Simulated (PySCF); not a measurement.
# C3H5F3Si: the cost of one run

The runs use PySCF 2.14.0, with density-fitted response routines of our own; the level of theory stands in each step. All values are computed, except where a source is named. Atoms are numbered from 0 throughout.

**1. Starting geometry**

12 atoms, charge 0, multiplicity 1; geometry from: GFN2-xTB. The atoms were then displaced at random by about 0.01 Å, so the start is not that level's minimum.

Bonds of the start (Å): F0–C1 1.38, C1–F2 1.35, C1–C3 1.54, C3–F4 1.39, C3–C5 1.51, C5–Si6 1.90, Si6–C3 1.89, C1–H7 1.09, C5–H8 1.07, C5–H9 1.08, Si6–H10 1.46, Si6–H11 1.44.

**2. Optimising the geometry at PBE0-D3(BJ)/def2-SVP**

What the job is given:

```
{"job": {"xc": "PBE0", "basis": "def2-SVP", "d3": "d3bj", "grid": 1, "shake": 0.01, "kind": "geom"}, "charge": 0, "multiplicity": 1}
F     -1.834080    -1.543050     0.251610
C     -1.507620    -0.234320    -0.022610
F     -1.659450     0.426760     1.146350
C     -0.051790    -0.141890    -0.528520
F     -0.086410    -0.384950    -1.898190
C      0.759600     1.065470    -0.108020
Si     1.448490    -0.586620     0.532790
H     -2.223760     0.176660    -0.739450
H      1.241970     1.562080    -0.919250
H      0.275700     1.765200     0.563150
H      1.141590    -0.949730     1.912150
H      2.535450    -1.183890    -0.199040
```

On the command line:

```
$ OMP_NUM_THREADS=1 python probes_run.py task.json out
```

This one command runs all jobs of the session in turn.

**Question.** How long does this first job take on 1 thread of Intel Xeon 6975P-C, shared host, and how much memory does it need?

About 45 s, with a peak of 0.55 GiB.
